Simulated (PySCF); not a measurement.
# C7H9N: the cost of one run

Programs: PySCF 2.14.0, with density-fitted response routines of our own. Each step states its level of theory. These are calculated values for one molecule, in the gas phase or a continuum, unless marked as measured. Atoms are numbered from 0 throughout.

**1. Starting geometry**

17 atoms, charge 0, multiplicity 1; geometry from: GFN2-xTB. The atoms were then displaced at random by about 0.01 Å, so the start is not that level's minimum.

Bonds of the start (Å): C0–C1 1.51, C1–C2 1.48, C2–C3 1.43, C3–C4 1.35, C4–C5 1.38, C5–N6 1.32, N6–C7 1.32, C7–C2 1.40, C0–H8 1.11, C0–H9 1.08, C0–H10 1.10, C1–H11 1.09, C1–H12 1.09, C3–H13 1.09, C4–H14 1.08, C5–H15 1.09, C7–H16 1.09.

**2. Relaxing the molecule at PBE0-D3(BJ)/def2-TZVP**

What the job is given:

```
{"job": {"xc": "PBE0", "basis": "def2-TZVP", "d3": "d3bj", "grid": 2, "shake": 0.01, "kind": "geom"}, "charge": 0, "multiplicity": 1}
C     -2.278960     0.483200     0.513250
C     -1.410690     0.038740    -0.644400
C     -0.022150    -0.175650    -0.167460
C      0.966390     0.857170    -0.156600
C      2.201150     0.607990     0.330720
C      2.491490    -0.650600     0.812370
N      1.626730    -1.645150     0.819420
C      0.422840    -1.397660     0.343070
H     -3.318980     0.670680     0.178490
H     -2.316430    -0.238640     1.311720
H     -1.936550     1.440010     0.933940
H     -1.405910     0.798250    -1.425910
H     -1.828830    -0.877910    -1.062250
H      0.649360     1.833740    -0.528120
H      2.945790     1.383350     0.357780
H      3.472980    -0.884210     1.215800
H     -0.274750    -2.231470     0.371630
```

Run with:

```sh
$ OMP_NUM_THREADS=2 python probes_run.py task.json out
```

This one command runs all jobs of the session in turn.

**Question.** How long does this first job take on 2 threads of Intel Xeon at 2.50GHz, shared host, and how much memory does it need?

About 9.4 min, with a peak of 1.9 GiB.
